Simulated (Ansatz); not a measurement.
**AsH₂OS− (SMILES [O-][AsH]S): single points off equilibrium**

The atoms stand at a structure displaced at random from a GFN2-xTB minimum. How far do the functionals agree with CCSD(T) there?

Program: Ansatz 0.2.0, Gaussian basis. Level of theory: single points in def2-TZVPPD. These are calculated values, not measurements.

Correlated methods freeze the cores. Filled d shells of the heavier atoms are correlated.

## (1) Where the work starts

5 atoms, charge -1, spin multiplicity 1.

Atoms are counted from 1 here; the program's logs count them from 0.

Bond lengths: O1–As2 1.587 Å, As2–S3 2.334 Å, As2–H4 1.563 Å, S3–H5 1.256 Å. Angles: O1–As2–S3 101.6°, O1–As2–H4 103.8°, S3–As2–H4 88.9°, As2–S3–H5 87.7°.

Coordinates:

```xyz
5

O    -1.0850   -0.3334    1.1810
As   -0.8967    0.3366   -0.2458
S     1.4266    0.3187   -0.4701
H    -0.9701   -0.8705   -1.2360
H     1.4968    0.5540    0.7613
```

## (2) CCSD(T)/def2-TZVPPD

run/in.yaml reads:

```yaml
crystal:
  periodic: [false, false, false]
  atoms:
    - {symbol: O, position_ang: [-1.085000, -0.333400, 1.181000]}
    - {symbol: As, position_ang: [-0.896700, 0.336600, -0.245800]}
    - {symbol: S, position_ang: [1.426600, 0.318700, -0.470100]}
    - {symbol: H, position_ang: [-0.970100, -0.870500, -1.236000]}
    - {symbol: H, position_ang: [1.496800, 0.554000, 0.761300]}
basis:
  gaussian: {orbitals: "def2-TZVPPD.json"}
total_charge: -1
correlation: {method: ccsd_t}
output: {forces: true}
```

The basis file named in the input lies beside it (Basis Set Exchange, JSON).

The command line of these runs was not kept.

## (3) PBE0-D4/def2-TZVPPD

Changes to run/in.yaml since step 2:

```diff
@@ -11,3 +11,3 @@
 total_charge: -1
-correlation: {method: ccsd_t}
-output: {forces: true}
+hamiltonian: {xc: pbe0, dispersion: d4}
+output: {forces: true, orbitals: {seedname: orbitals}}
```

## (4) wB97M-V/def2-TZVPPD

Changes to run/in.yaml since step 3:

```diff
@@ -11,3 +11,3 @@
 total_charge: -1
-hamiltonian: {xc: pbe0, dispersion: d4}
-output: {forces: true, orbitals: {seedname: orbitals}}
+hamiltonian: {xc: {name: wB97M-V}}
+output: {forces: true}
```

## (5) r2SCAN-D4/def2-TZVPPD

Changes to run/in.yaml since step 4:

```diff
@@ -11,3 +11,3 @@
 total_charge: -1
-hamiltonian: {xc: {name: wB97M-V}}
+hamiltonian: {xc: r2scan, dispersion: d4}
 output: {forces: true}
```

## (6) PBE-D4/def2-TZVPPD

Changes to run/in.yaml since step 5:

```diff
@@ -11,3 +11,3 @@
 total_charge: -1
-hamiltonian: {xc: r2scan, dispersion: d4}
+hamiltonian: {xc: pbe, dispersion: d4}
 output: {forces: true}
```

## (7) SPW92/def2-TZVPPD

Changes to run/in.yaml since step 6:

```diff
@@ -11,3 +11,3 @@
 total_charge: -1
-hamiltonian: {xc: pbe, dispersion: d4}
+hamiltonian: {xc: lda}
 output: {forces: true}
```

## (8) BLYP-D4/def2-TZVPPD

Changes to run/in.yaml since step 7:

```diff
@@ -11,3 +11,3 @@
 total_charge: -1
-hamiltonian: {xc: lda}
+hamiltonian: {xc: {name: BLYP}, dispersion: d4}
 output: {forces: true}
```

(Steps that only read results are left out.)

Before running it: what results should come out? Wanted: RMS force component; RMS force error; HOMO and LUMO, PBE0-D4; T1 diagnostic.

The runs gave:

| quantity | value |
| --- | --- |
| RMS force component | 1.774 to 2.223 eV/Å over the methods |
| RMS force error | PBE0-D4 0.152, wB97M-V 0.113, r2SCAN-D4 0.113, PBE-D4 0.290, SPW92 0.232, BLYP-D4 0.418 eV/Å |
| HOMO and LUMO, PBE0-D4 | -0.82 and 3.63 eV |
| T1 diagnostic | 0.016 |

What this shows: On forces the order runs from wB97M-V to BLYP-D4. Frozen-core CCSD(T) forces in triple zeta carry basis errors of their own, and this is one geometry, so small gaps rank nothing.
